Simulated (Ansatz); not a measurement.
# BC7 (P-4m2) in Ansatz: reference runs

Reference runs on BC7: the cell as given and a disturbed copy.

All numbers are computed with Ansatz 0.2.0; they aren't measurements. Logs are shortened: lines on timing, memory, paths and dates and some standing lists are left out, and cuts for length are marked.

## 1. Starting point

Symmetry: P-4m2, No. 115, tetragonal system. The conventional cell has a = 2.518 Å, b = 2.518 Å, c = 7.494 Å, α = 90.00°, β = 90.00°, γ = 90.00°. Around C (site symmetry 2mm) lie 4 C at 1.53 to 1.56 Å. C (site symmetry 2mm) has 2 C at 1.53 Å and 2 B at 1.65 Å as nearest neighbours. C (site symmetry 2mm) is surrounded by 4 C at 1.54 to 1.56 Å. C (site symmetry -4m2) is surrounded by 4 C at 1.54 Å. B (site symmetry -4m2) has 4 C at 1.65 Å as nearest neighbours.

The cell comes from a database or a generator and needn't be the stable form of this composition.

## 2. Single point, PBE

The input, input.yaml:

```yaml
crystal:
  lattice:
    - [2.518365, 0.0, 0.0]
    - [0.0, 2.518365, 0.0]
    - [0.0, 0.0, 7.494301]
  atoms:
    - { symbol: C, position: [0.5, 0.5, 0.757923] }
    - { symbol: C, position: [0.5, 0.5, 0.242077] }
    - { symbol: C, position: [0.5, 0.0, 0.357655] }
    - { symbol: C, position: [0.0, 0.5, 0.642345] }
    - { symbol: C, position: [0.5, 0.0, 0.880905] }
    - { symbol: C, position: [0.0, 0.5, 0.119095] }
    - { symbol: C, position: [0.0, 0.0, 0.0] }
    - { symbol: B, position: [0.0, 0.0, 0.5] }
hamiltonian:
  xc: pbe
  pseudopotentials: { kind: paw }
kpoints:
  mp_grid: { grid: [10, 10, 4] }
scf:
  occupations: { method: fermi_dirac, width: 0.05 }
output:
  forces: true
  stress: true
  eigenvalues: true
```

Potentials or basis: Ansatz PAW.

Launch:

```sh
> ansatz run input.yaml --threads 4 --pin off --max-ram 10240MiB --backend cpu --events-out ev --progress --plain --runs-dir out
```

What it wrote:

```text
Warning: RAYON_NUM_THREADS=4 ignored (pool sized by the plan → 4); use --threads N
Engine: ansatz 0.2.0, aarch64-unknown-linux-gnu
Pseudopotentials: kind: paw
Pseudopotential: C, paw, valence charge 4, recommended cutoff 420 eV (normal), C.paw.azcp
Pseudopotential: B, paw, valence charge 3, recommended cutoff 420 eV (normal), B.paw.azcp
Functional definition: PBE
  parameter kappa = 0.804
  parameter beta = 0.06672455060314922
  exchange = pbe_x(kappa = kappa, mu = beta*pi^2/3)
  correlation = pbe_c(beta = beta)
Crystal: 8 atoms, lattice volume = 47.530 Å³
Basis set: ecut = 420 eV, 929 PW (Γ), exchange–correlation on 36×36×108 points (8 copies of the dense FFT grid, shifted against one another)
Bands: 24, of which v1, the nominal top of the filled ones, is band 16 counted from 1 (15 counted from 0)
Symmetry: 8 space group operations
Space group: P-4m2 (ITA 115), of the structure as read, at distance tolerance 3.6e-5 Å
k-points: 63 of 400 (time reversal used)
Non-local potential: C, projectors of the file, l = 0: 2, l = 1: 2, l = 2: 1
Non-local potential: B, projectors of the file, l = 0: 2, l = 1: 2, l = 2: 1
PAW form: soft (Blöchl's): semilocal exchange-correlation on the pseudo side does not see the compensation charge
PAW one-centre angular grid: C, 110 points (default); XC on 64 Gauss nodes
PAW one-centre angular grid: B, 110 points (default); XC on 64 Gauss nodes
Initial density: superposition of atomic densities (neutral atoms: chi_scale 0, normalization atom), corrected by the library's trained network
Initial wavefunctions: pseudopotential atomic-orbital guess
Functional: x = pbe(κ = 0.804, μ = 0.2195149727645171), c = pbe(β = 0.06672455060314922)
SCF iter   1: F=—  HF=-1910.942789 eV  |F-HF|=—  |Δ(HF+E_count)|=         —  Δρ=1.45e-2  dr2=1.63e-1  ethr=1.77e-3  ⟨swp⟩=5.8  Hψ=7317  notcnv=0  defer=6
preconditioner: auto → Kerker (q_TF=auto, 2.541 Å⁻¹)  [metal: Δε(μ)=0.013 eV  Ē_g=16.353 eV  σ=0.050 eV  W_gap=0.06  n_scr=10 (ndim 8)  ℏωp=30.0 eV  f_vac=0.000  D(μ)=1.72/eV (n_scr^D=10)]
SCF iter   2: F=—  HF=-1910.926371 eV  |F-HF|=—  |Δ(HF+E_count)|=   1.64e-2  Δρ=8.65e-3  dr2=8.25e-2  ethr=5.27e-4  ⟨swp⟩=1.0  Hψ=2018  notcnv=0  defer=31
SCF iter   3: F=—  HF=-1910.911814 eV  |F-HF|=—  |Δ(HF+E_count)|=   1.46e-2  Δρ=1.71e-3  dr2=6.01e-3  ethr=2.66e-4  ⟨swp⟩=2.1  Hψ=1972  notcnv=0  defer=65
SCF iter   4: F=—  HF=-1910.910698 eV  |F-HF|=—  |Δ(HF+E_count)|=   1.12e-3  Δρ=5.11e-4  dr2=6.60e-4  ethr=1.94e-5  ⟨swp⟩=1.8  Hψ=1824  notcnv=0  defer=105
SCF iter   5: F=—  HF=-1910.910589 eV  |F-HF|=—  |Δ(HF+E_count)|=   1.09e-4  Δρ=2.04e-4  dr2=2.34e-5  ethr=2.13e-6  ⟨swp⟩=2.3  Hψ=1897  notcnv=0  defer=105
SCF iter   6: F=—  HF=-1910.910624 eV  |F-HF|=—  |Δ(HF+E_count)|=   3.47e-5  Δρ=5.05e-5  dr2=1.46e-6  ethr=7.56e-8  ⟨swp⟩=2.2  Hψ=2332  notcnv=0  defer=152
SCF iter   7: F=-1910.910624 eV  HF=-1910.910624 eV  |F-HF|=4.42e-9  |Δ(HF+E_count)|=   3.80e-7  Δρ=9.30e-6  dr2=3.57e-8  ethr=3.23e-10  ⟨swp⟩=8.4  Hψ=7407  notcnv=0
SCF 1 converged in 7 iterations: F = -1910.910624 eV  dr2 = 3.57e-8
SCF converged after 7 iterations
Free energy (F): -1910.910624 eV
Harris-Foulkes:  -1910.910624 eV  (|F-HF|=4.42e-9)
Internal energy: -1910.898985 eV  (E = F + TS)
E sigma→0 (E₀):  -1910.904805 eV
Entropy (-TS):   -0.011639 eV (-1.455 meV/atom)
Fermi energy:    12.317716 eV
--- Per-component energies (eV) ---
  E_band       = 118.311485
  E_kinetic    = 689.863145
  E_local      = -517.378693  (includes V_loc(G=0)·N_el)
  E_nonlocal   = 198.718364
  E_hartree    = 127.981200
  E_xc         = -372.182133
  E_vxc        = -460.196502  (∫ρ·V_xc dr)
  E_paw        = -772.652793  (= ΣΔE_a)
  E_vpaw       = -48.655949  (= ΣTr[D̂ρ^β])
  E_aug_tail   = 0.000056  (compensation charges beyond the density's cutoff)
  E_ewald      = -1265.248132
  E_smearing   = -0.011639  (= −TS)
  E_closure    = -0.000000  (closes the sum)
  Σ components = -1910.910624   (vs F -1910.910624, Δ=0.00e0)
--- Forces (eV/Å), atoms counted from 1 ---
  atom   1  C      0.00000000     0.00000000     0.01306169
  atom   2  C     -0.00000000     0.00000000    -0.01306169
  atom   3  C      0.00000000     0.00000000    -0.08624729
  atom   4  C      0.00000000     0.00000000     0.08624729
  atom   5  C      0.00000000     0.00000000    -0.00907874
  atom   6  C      0.00000000     0.00000000     0.00907874
  atom   7  C     -0.00000000     0.00000000     0.00000000
  atom   8  B      0.00000000     0.00000000     0.00000000
  max |Σ_I F_I| component: 2.41e-17 eV/Å
--- Stress (GPa, compression-positive) ---
       -0.543462       0.000000      -0.000000
        0.000000      -0.543462       0.000000
       -0.000000       0.000000      -1.612974
  P = ⅓ Tr σ = -0.9000 GPa (-9.000 kbar)
--- Band table (eV; the first three rows and the last of 63) ---
  k-point 0: bands = ["-8.6677", "-6.7065", "-5.1269", "-0.3468", "0.6889", "6.5141", "6.5141", "7.7461", "8.0819", "8.3391", "8.3391", "9.8493", "9.8493", "12.3542", "13.6689", "13.6689", "16.9443", "16.9937", "17.7365", "18.4086", "18.4086", "18.5416", "19.8001", "22.7677"]
  k-point 1: bands = ["-8.6252", "-6.9573", "-4.6280", "-1.5368", "2.0862", "6.0245", "6.5561", "6.5561", "8.1227", "8.1227", "9.6298", "10.2024", "10.2024", "12.0097", "13.2934", "13.2934", "16.9372", "16.9511", "17.7991", "18.6243", "19.0471", "19.0471", "19.9190", "21.4963"]
  k-point 2: bands = ["-8.5767", "-7.1571", "-3.9936", "-2.4485", "3.7159", "4.3551", "6.6042", "6.6042", "7.9428", "7.9428", "10.5642", "10.5642", "10.9187", "11.1683", "12.8951", "12.8951", "16.9143", "16.9311", "17.8536", "18.7104", "20.3110", "20.3110", "20.4054", "20.4731"]
  k-point 62: bands = ["-0.2267", "-0.1056", "-0.1056", "-0.0412", "0.1992", "1.0313", "1.0313", "4.1920", "4.9514", "4.9524", "4.9524", "5.4153", "5.9881", "6.6447", "6.6447", "6.9855", "18.4442", "18.4442", "18.6604", "19.1779", "19.1779", "19.3762", "19.4555", "20.3046"]
```

It took 2.1 s on 4 threads of Arm Neoverse V1, shared host; peak memory 0.38 GiB.

Results:

| Item | Value |
| --- | --- |
| Free energy | -1910.9106 eV |
| Pressure | -0.9 GPa |
| Largest force | 0.086 eV/Å |
| Band gap on the k mesh | none (metal or under the smearing width) |

Forces on the atoms (eV/Å):
```
C    0.000  0.000  0.013
C    0.000  0.000 -0.013
C    0.000  0.000 -0.086
C    0.000  0.000  0.086
C    0.000  0.000 -0.009
C    0.000  0.000  0.009
C    0.000  0.000  0.000
B    0.000  0.000  0.000
```

Stress tensor (GPa, compression positive):
```
-0.54  0.00  0.00
 0.00 -0.54  0.00
 0.00  0.00 -1.61
```

Caveat: the pressure holds a Pulay correction of +0.9 GPa for the finite cutoff.

## 3. Single point, PBE (atoms moved at random, drawn with an rms of 0.05 Å)

The input, input.yaml:

```yaml
crystal:
  lattice:
    - [2.518365, 0.0, 0.0]
    - [0.0, 2.518365, 0.0]
    - [0.0, 0.0, 7.494301]
  atoms:
    - { symbol: C, position: [0.49948, 0.502679, 0.757929] }
    - { symbol: C, position: [0.49116, 0.500367, 0.239379] }
    - { symbol: C, position: [0.489441, 0.007916, 0.352427] }
    - { symbol: C, position: [0.000141, 0.495252, 0.645336] }
    - { symbol: C, position: [0.509696, -0.005613, 0.881318] }
    - { symbol: C, position: [-0.006401, 0.487406, 0.115458] }
    - { symbol: C, position: [0.004214, 0.009027, 0.005921] }
    - { symbol: B, position: [-0.001874, -0.003903, 0.496624] }
hamiltonian:
  xc: pbe
  pseudopotentials: { kind: paw }
kpoints:
  mp_grid: { grid: [10, 10, 4] }
scf:
  occupations: { method: fermi_dirac, width: 0.05 }
output:
  forces: true
  stress: true
  eigenvalues: true
```

Potentials or basis: Ansatz PAW.

Launch:

```sh
> ansatz run input.yaml --threads 4 --pin off --max-ram 10240MiB --backend cpu --events-out ev --progress --plain --runs-dir out
```

What it wrote:

```text
Warning: RAYON_NUM_THREADS=4 ignored (pool sized by the plan → 4); use --threads N
[... 8 set-up lines as earlier in the session ...]
[... 48 lines left out ...]
  Σ components = -1910.715309   (vs F -1910.715309, Δ=0.00e0)
--- Forces (eV/Å), atoms counted from 1 ---
  atom   1  C      0.34908846    -0.43918067     0.66465266
  atom   2  C      0.16094947     0.10108117    -0.04371920
  atom   3  C      0.22724455    -0.82317960     0.92151105
  atom   4  C     -0.10825152     0.18835781    -1.02890985
  atom   5  C     -0.62982198     0.74736774     0.53738011
  atom   6  C      0.22343675     2.03033547     1.75068046
  atom   7  C     -0.13873184    -2.07154050    -2.89178011
  atom   8  B     -0.08391478     0.26675628     0.09038090
  max |Σ_I F_I| component: 1.96e-4 eV/Å
--- Stress (GPa, compression-positive) ---
        0.510439      -0.049598       0.540715
       -0.049598       0.066337       0.597073
        0.540714       0.597072       1.414947
  P = ⅓ Tr σ = 0.6639 GPa (6.639 kbar)
--- Band table (eV; the first three rows and the last of 204) ---
  k-point 0: bands = ["-8.7675", "-6.7597", "-5.0960", "-0.3315", "0.7636", "6.1783", "6.5171", "7.7418", "8.1206", "8.2175", "8.3003", "9.6468", "10.0448", "12.3991", "13.7868", "13.8608", "16.5598", "17.0242", "17.6757", "18.2813", "18.4606", "18.8344", "19.8874", "22.7789"]
  k-point 1: bands = ["-8.7305", "-6.9848", "-4.6329", "-1.4751", "2.1268", "5.9482", "6.3300", "6.5655", "8.0242", "8.0950", "9.5478", "10.0320", "10.3577", "12.0630", "13.4713", "13.4766", "16.5667", "16.9941", "17.7423", "18.5176", "18.9715", "19.3658", "20.0152", "21.5256"]
  k-point 2: bands = ["-8.6892", "-7.1671", "-4.0570", "-2.3325", "3.7346", "4.3822", "6.2828", "6.6104", "7.8649", "7.9401", "10.0936", "10.6832", "11.0865", "11.1999", "13.0734", "13.1567", "16.5683", "16.9685", "17.7960", "18.6085", "20.1237", "20.4104", "20.4874", "20.5791"]
  k-point 203: bands = ["-0.7008", "-0.1657", "-0.1154", "0.0146", "0.2024", "0.9467", "1.0433", "4.2226", "4.7748", "4.9032", "5.0606", "5.4766", "6.1191", "6.7552", "6.7645", "7.0529", "18.2280", "18.2690", "18.6224", "19.0647", "19.3104", "19.5813", "19.6870", "20.2783"]
```

Run time: 6.3 s. Hardware: 4 threads of Arm Neoverse V1, shared host; peak memory 0.51 GiB.

What came out:

- Free energy: -1910.7153 eV
- Pressure: 0.7 GPa
- Largest force: 3.560 eV/Å
- Band gap on the k mesh: none (metal or under the smearing width)

Forces on the atoms (eV/Å):
```
C    0.349 -0.439  0.665
C    0.161  0.101 -0.044
C    0.227 -0.823  0.922
C   -0.108  0.188 -1.029
C   -0.630  0.747  0.537
C    0.223  2.030  1.751
C   -0.139 -2.072 -2.892
B   -0.084  0.267  0.090
```

Caveat: the pressure holds a Pulay correction of +0.9 GPa for the finite cutoff.
